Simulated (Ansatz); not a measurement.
Relaxation of a periodic cell of 22 atoms, H$_{3}$C$_{18}$N (surface graphene monolayer, adsorbate NH3), to a largest force component of 0.03 eV/Å in at most 60 steps.

Level of theory: DFT PBE-D3(BJ), scalar-relativistic, plane waves, PAW (Ansatz 0.2.0). Settings: cutoff 420 eV, k mesh 2x2x1, gaussian smearing 0.05 eV, no spin polarisation.

```xyz
22
Lattice="7.3980 0.0000 0.0000 -3.6990 6.4069 0.0000 0.0000 0.0000 13.0000" Properties=species:S:1:pos:R:3
C 0.000 0.000 1.000
C 1.233 0.712 1.000
C -1.233 2.136 1.000
C 0.000 2.847 1.000
C -2.466 4.271 1.000
C -1.233 4.983 1.000
C 2.466 0.000 1.000
C 3.699 0.712 1.000
C 1.233 2.136 1.000
C 2.466 2.847 1.000
C 0.000 4.271 1.000
C 1.233 4.983 1.000
C 4.932 0.000 1.000
C 6.165 0.712 1.000
C 3.699 2.136 1.000
C 4.932 2.847 1.000
C 2.466 4.271 1.000
C 3.699 4.983 1.000
N 1.321 4.020 2.160
H 0.387 4.127 2.540
H 1.696 3.162 2.540
H 1.880 4.772 2.540
```

Question: Where does it end, and by what steps?

Answer: The forces met the threshold. The force dipped under the threshold on the way, but the program's further checks kept it going. Limits of this set-up: slab without dipole correction. After 40 steps the energy has fallen by 12.089 eV; H22 moved furthest, 2.64 Å. The start is strongly strained (largest force component 17 eV/Å), so its close contacts needn't be bonds. Parted: C12–N19, C17–N19.

```json
{"step": "0", "energy less start (eV)": "0.0000", "largest force component (eV/Å)": "17.203", "accepted": "yes"}
{"step": "2", "energy less start (eV)": "-8.1749", "largest force component (eV/Å)": "5.578", "accepted": "yes"}
{"step": "4", "energy less start (eV)": "-10.3945", "largest force component (eV/Å)": "1.623", "accepted": "yes"}
{"step": "6", "energy less start (eV)": "-11.3878", "largest force component (eV/Å)": "1.174", "accepted": "yes"}
{"step": "8", "energy less start (eV)": "-11.9370", "largest force component (eV/Å)": "0.511", "accepted": "yes"}
{"step": "10", "energy less start (eV)": "-12.0282", "largest force component (eV/Å)": "1.077", "accepted": "no"}
{"step": "12", "energy less start (eV)": "-12.0662", "largest force component (eV/Å)": "0.111", "accepted": "yes"}
{"step": "14", "energy less start (eV)": "-12.0703", "largest force component (eV/Å)": "0.052", "accepted": "yes"}
{"step": "16", "energy less start (eV)": "-12.0712", "largest force component (eV/Å)": "0.128", "accepted": "yes"}
{"step": "18", "energy less start (eV)": "-12.0727", "largest force component (eV/Å)": "0.227", "accepted": "yes"}
{"step": "20", "energy less start (eV)": "-12.0774", "largest force component (eV/Å)": "0.092", "accepted": "yes"}
{"step": "22", "energy less start (eV)": "-12.0789", "largest force component (eV/Å)": "0.024", "accepted": "yes"}
{"step": "24", "energy less start (eV)": "-12.0810", "largest force component (eV/Å)": "0.059", "accepted": "yes"}
{"step": "26", "energy less start (eV)": "-12.0819", "largest force component (eV/Å)": "0.030", "accepted": "yes"}
{"step": "28", "energy less start (eV)": "-12.0820", "largest force component (eV/Å)": "0.289", "accepted": "no"}
{"step": "30", "energy less start (eV)": "-12.0848", "largest force component (eV/Å)": "0.018", "accepted": "yes"}
{"step": "32", "energy less start (eV)": "-12.0850", "largest force component (eV/Å)": "0.168", "accepted": "yes"}
{"step": "34", "energy less start (eV)": "-12.0865", "largest force component (eV/Å)": "0.039", "accepted": "yes"}
{"step": "36", "energy less start (eV)": "-12.0877", "largest force component (eV/Å)": "0.093", "accepted": "yes"}
{"step": "38", "energy less start (eV)": "-12.0882", "largest force component (eV/Å)": "0.016", "accepted": "yes"}
{"step": "40", "energy less start (eV)": "-12.0886", "largest force component (eV/Å)": "0.027", "accepted": "yes"}
```

```xyz
22
Lattice="7.3980 0.0000 0.0000 -3.6990 6.4069 0.0000 0.0000 0.0000 13.0000" Properties=species:S:1:pos:R:3
C 0.035 0.095 0.663
C 1.282 0.815 0.662
C -1.187 2.240 0.661
C 0.035 2.945 0.657
C -2.417 4.361 0.664
C -1.187 5.071 0.663
C 2.512 0.105 0.663
C 3.734 0.810 0.664
C 1.282 2.225 0.657
C 2.512 2.935 0.659
C 0.035 4.365 0.658
C 1.282 5.086 0.659
C 4.981 0.090 0.662
C 6.211 0.800 0.663
C 3.734 2.230 0.663
C 4.982 2.950 0.663
C 2.512 4.376 0.659
C 3.734 5.082 0.663
N 0.973 3.334 4.004
H 0.446 4.050 3.501
H 1.840 3.207 3.477
H 1.244 3.756 4.895
```

Whether the end is a true minimum wasn't checked by a vibrational analysis.

Run time: 5.1 min on 1 thread of Arm Neoverse V1, on a shared host, peak memory 0.69 GiB.
